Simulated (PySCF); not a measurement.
# VHSOF2 (SMILES [OH][V]([F])([F])=[S]): levels of theory compared

Aim: a comparison of 5 runs (HF/def2-SVP, B3LYP/6-31G*, PBE0/def2-SVP, M06-2X/cc-pVDZ) of VHSOF2. Input form: a Python script.

Program for the calculation: PySCF 2.14.0.

### Step 1. The structure to begin with

VHSOF2: 6 atoms, total charge 0, spin state singlet. As SMILES, `[OH][V]([F])([F])=[S]`. The shape is that of a PBE0-D4/def2-TZVP optimisation. This is one conformer, not always the lowest.

Bond lengths: O1–V2 1.734 Å, V2–F3 1.718 Å, V2–F4 1.718 Å, V2–S5 1.989 Å, O1–H6 0.962 Å. Angles: O1–V2–F3 109.5°, O1–V2–F4 109.5°, O1–V2–S5 109.0°, F3–V2–F4 110.2°, F3–V2–S5 109.3°, F4–V2–S5 109.3°, V2–O1–H6 125.7°.

### Step 2. Energy and gradient at HF/def2-SVP (run 1)

File job.py:

```python
import pyscf.grad
from pyscf import gto, scf

mol = gto.Mole()
mol.atom = '''
O       -1.016100       0.225800       0.876100
V        0.224900      -0.290500      -0.218700
F        1.319400      -1.328100       0.604700
F       -0.489600      -1.114500      -1.546500
S        1.205800       1.307000      -0.884900
H       -1.202300       1.136400       1.123200
'''
mol.basis = 'def2-svp'
mol.verbose = 4
mol.charge = 0
mol.max_memory = 1860
mol.build()

mf = scf.RHF(mol)
mf.conv_tol = 1e-10
mf.kernel()
if not mf.converged:
    mf = mf.newton().run(mf.mo_coeff, mf.mo_occ)

e_tot = mf.e_tot
print(f'total energy: {e_tot:.8f} hartree')
grad = mf.Gradients().kernel()
mf.analyze()
```

Command:

```console
$ OMP_NUM_THREADS=1 python job.py
```

Log:

```text
PySCF version 2.14.0

[... 118 lines left out ...]
MO #6   energy= -20.6214130435846  occ= 2
[... 17 lines left out ...]
MO #24  energy= -0.696938570798798 occ= 2
[... 17 lines left out ...]
MO #42  energy= 0.349631968340034  occ= 0
[... 17 lines left out ...]
MO #60  energy= 1.24392118334098   occ= 0
[... 17 lines left out ...]
MO #78  energy= 2.42447215450487   occ= 0
[... 17 lines left out ...]
MO #96  energy= 4.06367486462846   occ= 0
[... 105 lines left out ...]
Dipole moment(X, Y, Z, Debye): -0.70983,  2.88201,  0.88332
```

Wall time 18 s (1 thread of Intel Xeon at 2.70GHz, shared host); peak memory 0.2 GiB.

### Step 3. Energy and forces at B3LYP/6-31G(d) (spherical functions) (run 2)

File job.py:

```python
# [OH][V]([F])([F])=[S]
import pyscf.grad
from pyscf import gto, dft

system = gto.Mole()
system.atom = '''
O   -1.016100   0.225800   0.876100
V    0.224900  -0.290500  -0.218700
F    1.319400  -1.328100   0.604700
F   -0.489600  -1.114500  -1.546500
S    1.205800   1.307000  -0.884900
H   -1.202300   1.136400   1.123200
'''
system.basis = '6-31g*'
system.spin = 0
system.max_memory = 1860
system.verbose = 4
system.build()

mf = dft.RKS(system, xc='b3lyp')
mf.grids.level = 5
mf.conv_tol = 1e-10
mf.kernel()
if not mf.converged:
    mf = mf.newton().run(mf.mo_coeff, mf.mo_occ)

e_final = mf.e_tot
print('E = %.10f Eh' % e_final)
grad = mf.Gradients().kernel()
dip = mf.dip_moment()
pop, q = mf.mulliken_pop()
```

Command:

```console
$ OMP_NUM_THREADS=1 python job.py
```

Log:

```text
PySCF version 2.14.0

[... 82 lines left out ...]
converged SCF energy = -1617.80781025
[... 14 lines left out ...]
Dipole moment(X, Y, Z, Debye): -1.15634,  1.70630,  1.14207
[... 103 lines left out ...]
charge of    5H =      0.46405
```

Wall time 49 s (1 thread of Intel Xeon at 2.70GHz, shared host); peak memory 0.94 GiB.

Runs 3 to 4 aren't shown in full; the table further down has their settings and results.

### Step 4. Energy and forces at M06-2X/cc-pVDZ (run 5)

File job.py:

```python
from pyscf import gto, dft

mol = gto.M(
    atom=[
    ('O', (-1.016100, 0.225800, 0.876100)),
    ('V', (0.224900, -0.290500, -0.218700)),
    ('F', (1.319400, -1.328100, 0.604700)),
    ('F', (-0.489600, -1.114500, -1.546500)),
    ('S', (1.205800, 1.307000, -0.884900)),
    ('H', (-1.202300, 1.136400, 1.123200)),
],
    verbose=4,
    basis='cc-pvdz',
    max_memory=1860,
)

myscf = dft.RKS(mol, xc='m06-2x')
myscf.grids.level = 5
myscf.conv_tol = 1e-10
myscf.kernel()
if not myscf.converged:
    myscf = myscf.newton().run(myscf.mo_coeff, myscf.mo_occ)

etot = myscf.e_tot
print('E(%s) = %.9f' % ('M06-2X', etot))
grad = myscf.nuc_grad_method().kernel()
dip = myscf.dip_moment()
pop, q = myscf.mulliken_pop()
```

Command:

```console
$ OMP_NUM_THREADS=1 python job.py
```

Log:

```text
PySCF version 2.14.0

[... 87 lines left out ...]
converged SCF energy = -1617.70389344423
[... 14 lines left out ...]
Dipole moment(X, Y, Z, Debye): -0.80874,  2.49394,  0.92799
[... 115 lines left out ...]
charge of    5H =      0.23368
```

Wall time 2 min (1 thread of Intel Xeon at 2.70GHz, shared host); peak memory 1.1 GiB.

### Step 5. All runs side by side

| run | level | integration grid | Cartesian functions | energy (Eh) | dipole moment (D) | HOMO energy (eV) | LUMO energy (eV) | wall time |
| --- | --- | --- | --- | --- | --- | --- | --- | --- |
| 1 | HF/def2-SVP | – | no | -1614.263258 | 3.10 | -11.75 | -0.20 | 18 s |
| 2 | B3LYP/6-31G* (spherical functions) | 5 | no | -1617.807810 | 2.36 | -8.27 | -3.80 | 49 s |
| 3 | PBE0/def2-SVP | 5 | no | -1616.791787 | 2.59 | -8.64 | -3.73 | 45 s |
| 4 | B3LYP/6-31G* (Cartesian functions) | 5 | yes | -1617.828390 | 2.31 | -8.20 | -3.67 | 50 s |
| 5 | M06-2X/cc-pVDZ | 5 | no | -1617.703893 | 2.78 | -9.94 | -2.72 | 2 min |

### Step 6. Outcome

| quantity | value |
| --- | --- |
| run 5: total energy | -1617.70389 Eh |
| run 5: dipole moment | 2.78 D |
| run 5: HOMO energy | -9.94 eV |
| run 5: LUMO energy | -2.72 eV |
| run 5: HOMO–LUMO gap | 7.21 eV |
| run 5: largest force on an atom | 0.740 eV/Å |

The dipole moment (its size) runs from 2.31 D (B3LYP/6-31G*) to 3.10 D (HF/def2-SVP). The two ends differ in method and basis. The HOMO–LUMO gap runs from 4.47 eV (B3LYP/6-31G*) to 11.56 eV (HF/def2-SVP). Totals of different functionals can't be ranked against each other. All runs together took 4.7 min, the longest 2 min.
